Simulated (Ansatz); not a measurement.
**C9H14FHfNO: up Jacob's ladder to CCSD(T)**

The task here is to estimate one member of a computed series from the others.

Computed with Ansatz 0.2.0, Gaussian basis. Level: functionals in def2-TZVPP, the program's frozen cores in correlated methods.

Plan: LDA (SPW92), PBE-D4, revPBE-D4, BLYP-D4, r2SCAN-D4, B97M-V, PBE0-D4, B3LYP-D4, r2SCANh-D4, r2SCAN0-D4, HSE06-D4, BHLYP-D4, CAM-B3LYP-D4, LC-ωPBE, ωB97X-V, ωB97M-V, B2PLYP, PBE-QIDH; CCSD(T)/def2-SVP; CCSD(T)/def2-TZVPP; MP2/def2-QZVPP; extrapolation to the limit; RPA on PBE.

1 further run of the same task is left out (for a known fault of the program).

**The geometry**

An earlier PBE0-D4 in a triple-zeta def2 set relaxation fixed the geometry. Hf takes the def2 core potential; no spin-orbit term is included.

SMILES `C[O][Hf]([F])([c]1ccccc1)[N](C)C`, 27 atoms, charge 0, spin multiplicity 1.

Atoms are counted from 1 here; the program's logs count them from 0.

Bond lengths: C1–O2 1.389 Å, C1–H14 1.095 Å, C1–H15 1.095 Å, C1–H16 1.095 Å, O2–Hf3 1.914 Å, Hf3–F4 1.928 Å, Hf3–C5 2.233 Å, Hf3–N11 2.022 Å, C5–C6 1.401 Å, C5–C10 1.401 Å, C6–C7 1.388 Å, C6–H17 1.087 Å, C7–C8 1.387 Å, C7–H18 1.085 Å, C8–C9 1.388 Å, C8–H19 1.084 Å, C9–C10 1.387 Å, C9–H20 1.085 Å and more. Angles: O2–C1–H14 111.0°, O2–C1–H15 110.5°, O2–C1–H16 110.3°, H14–C1–H15 108.3°, H14–C1–H16 108.4°, H15–C1–H16 108.2°, C1–O2–Hf3 173.0°, O2–Hf3–F4 118.7°, O2–Hf3–C5 105.7°, O2–Hf3–N11 110.2°, F4–Hf3–C5 107.5°, F4–Hf3–N11 109.7°, C5–Hf3–N11 104.0°, Hf3–C5–C6 122.0°, Hf3–C5–C10 121.3°, C6–C5–C10 116.7°, C5–C6–C7 121.9°, C5–C6–H17 119.9° and more.

Coordinates:

```
C    -2.6495   -2.6048   -0.9054
O    -1.5235   -1.7916   -0.9439
Hf   -0.0178   -0.6440   -1.2231
F     0.4186   -0.1115   -3.0240
C    -0.4508    1.2126   -0.0604
C    -1.7343    1.5046    0.4192
C    -2.0098    2.6774    1.1094
C    -0.9989    3.5986    1.3382
C     0.2839    3.3405    0.8761
C     0.5470    2.1636    0.1905
N     1.6208   -1.4132   -0.3231
C     1.6723   -2.4185    0.7084
C     2.9266   -0.9013   -0.6689
H    -3.0725   -2.7368   -1.9066
H    -2.3954   -3.5920   -0.5055
H    -3.4172   -2.1620   -0.2621
H    -2.5470    0.8007    0.2568
H    -3.0141    2.8736    1.4701
H    -1.2094    4.5163    1.8762
H     1.0788    4.0573    1.0533
H     1.5653    1.9907   -0.1524
H     0.6700   -2.7866    0.9412
H     2.2839   -3.2801    0.4035
H     2.1053   -2.0200    1.6368
H     2.8612   -0.1614   -1.4748
H     3.5968   -1.6992   -1.0190
H     3.4096   -0.4130    0.1896
```

The first run:

in.yaml reads:

```yaml
crystal:
  periodic: [false, false, false]
  atoms:
    - {symbol: C, position_ang: [-2.649468, -2.604757, -0.905355]}
    - {symbol: O, position_ang: [-1.523490, -1.791566, -0.943884]}
    - {symbol: Hf, position_ang: [-0.017801, -0.644038, -1.223139]}
    - {symbol: F, position_ang: [0.418576, -0.111542, -3.024038]}
    - {symbol: C, position_ang: [-0.450806, 1.212636, -0.060442]}
    - {symbol: C, position_ang: [-1.734261, 1.504615, 0.419229]}
    - {symbol: C, position_ang: [-2.009800, 2.677362, 1.109430]}
    - {symbol: C, position_ang: [-0.998860, 3.598595, 1.338178]}
    - {symbol: C, position_ang: [0.283874, 3.340531, 0.876097]}
    - {symbol: C, position_ang: [0.547040, 2.163602, 0.190462]}
    - {symbol: N, position_ang: [1.620783, -1.413241, -0.323077]}
    - {symbol: C, position_ang: [1.672298, -2.418477, 0.708353]}
    - {symbol: C, position_ang: [2.926595, -0.901333, -0.668883]}
    - {symbol: H, position_ang: [-3.072545, -2.736833, -1.906595]}
    - {symbol: H, position_ang: [-2.395431, -3.592041, -0.505483]}
    - {symbol: H, position_ang: [-3.417183, -2.161967, -0.262074]}
    - {symbol: H, position_ang: [-2.547006, 0.800713, 0.256761]}
    - {symbol: H, position_ang: [-3.014063, 2.873631, 1.470067]}
    - {symbol: H, position_ang: [-1.209408, 4.516322, 1.876213]}
    - {symbol: H, position_ang: [1.078787, 4.057252, 1.053316]}
    - {symbol: H, position_ang: [1.565327, 1.990742, -0.152408]}
    - {symbol: H, position_ang: [0.670032, -2.786629, 0.941162]}
    - {symbol: H, position_ang: [2.283886, -3.280066, 0.403532]}
    - {symbol: H, position_ang: [2.105252, -2.019967, 1.636781]}
    - {symbol: H, position_ang: [2.861228, -0.161372, -1.474814]}
    - {symbol: H, position_ang: [3.596805, -1.699201, -1.019032]}
    - {symbol: H, position_ang: [3.409626, -0.412971, 0.189625]}
basis:
  gaussian: {orbitals: def2-TZVPP}
hamiltonian: {xc: lda}
output: {orbitals: {seedname: orbitals}}
```

Started as:

```
$ ansatz run in.yaml --threads 11 --pin off --events-out ev --progress --plain --max-ram 174080MiB --backend cuda --devices 0, --max-vram 75GiB
```

Among the steps run: LDA; PBE-D4 (GGA); revPBE-D4 (GGA); BLYP-D4 (GGA); r2SCAN-D4 (meta-GGA); B97M-V (meta-GGA); B3LYP-D4 (hybrid); r2SCANh-D4 (hybrid); r2SCAN0-D4 (hybrid); HSE06-D4 (hybrid); BHLYP-D4 (hybrid); CAM-B3LYP-D4 (range-separated); LC-ωPBE (range-separated); ωB97X-V (range-separated); ωB97M-V (range-separated); B2PLYP (double hybrid); PBE-QIDH (double hybrid).

One table of the session follows, with a row left open; its other results are not shown here.

It belongs to the step «Orbital energies across the functionals». 

| functional | HOMO (eV) | gap (eV) |
| --- | --- | --- |
| LDA (SPW92) | -5.39 | 3.62 |
| PBE-D4 | ? | ? |
| revPBE-D4 | -5.17 | 3.76 |
| BLYP-D4 | -5.11 | 3.75 |
| r2SCAN-D4 | -5.44 | 4.07 |
| B97M-V | -5.54 | 4.19 |
| PBE0-D4 | -6.45 | 5.76 |
| B3LYP-D4 | -6.25 | 5.37 |
| r2SCANh-D4 | -5.91 | 4.83 |
| r2SCAN0-D4 | -6.60 | 5.98 |
| HSE06-D4 | -6.06 | 4.99 |
| BHLYP-D4 | -7.52 | 7.79 |
| CAM-B3LYP-D4 | -7.76 | 8.12 |
| LC-ωPBE | -9.05 | 10.46 |
| ωB97X-V | -8.73 | 10.08 |
| ωB97M-V | -8.66 | 9.82 |

**Question.** Estimate the row for PBE-D4.

**Answer.** HOMO (eV): -5.24; gap (eV): 3.72. In the column «HOMO (eV)» it lies between LDA (SPW92) (-5.39) and revPBE-D4 (-5.17).
